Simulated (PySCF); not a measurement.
# C3H5NOSSi: the cost of one run

Programs: PySCF 2.14.0, with density-fitted response routines of our own. Each step states its level of theory. These are calculated values for one molecule in the gas phase, unless marked as measured. Atoms count from 0, in the outputs and in this text.

## (1) Starting geometry

12 atoms, charge 0, multiplicity 1; geometry from: GFN2-xTB. The atoms were then displaced at random by about 0.01 Å, so the start is not that level's minimum.

Bonds of the start (Å): Si0–S1 2.16, S1–C2 1.71, C2–C3 1.47, C3–C4 1.35, C4–O5 1.33, O5–N6 1.35, N6–C2 1.30, Si0–H7 1.48, Si0–H8 1.49, Si0–H9 1.42, C3–H10 1.06, C4–H11 1.08.

## (2) Relaxing the molecule at PBE0-D3(BJ)/def2-SVP

Job settings and geometry (Å):

```
{"job": {"xc": "PBE0", "basis": "def2-SVP", "d3": "d3bj", "grid": 1, "shake": 0.01, "kind": "geom"}, "charge": 0, "multiplicity": 1}
Si    -2.395320     0.063870     0.014330
S     -1.055570     0.337540     1.689290
C      0.321990     0.075050     0.711380
C      1.752740     0.072980     1.068700
C      2.334270    -0.198460    -0.119940
O      1.435100    -0.328060    -1.090220
N      0.203660    -0.165520    -0.560960
H     -2.111700     1.159760    -0.936950
H     -3.693590     0.296500     0.712790
H     -2.260660    -1.276490    -0.449510
H      2.134370     0.232570     2.047460
H      3.374390    -0.298010    -0.374750
```

The run is started by

```
$ OMP_NUM_THREADS=1 python probes_run.py task.json out
```

The driver reads the jobs from task.json and runs them one after another.

**Question.** How long does this first job take on 1 thread of Arm Neoverse N1, shared host, and how much memory does it need?

About 1.7 min, with a peak of 0.55 GiB.
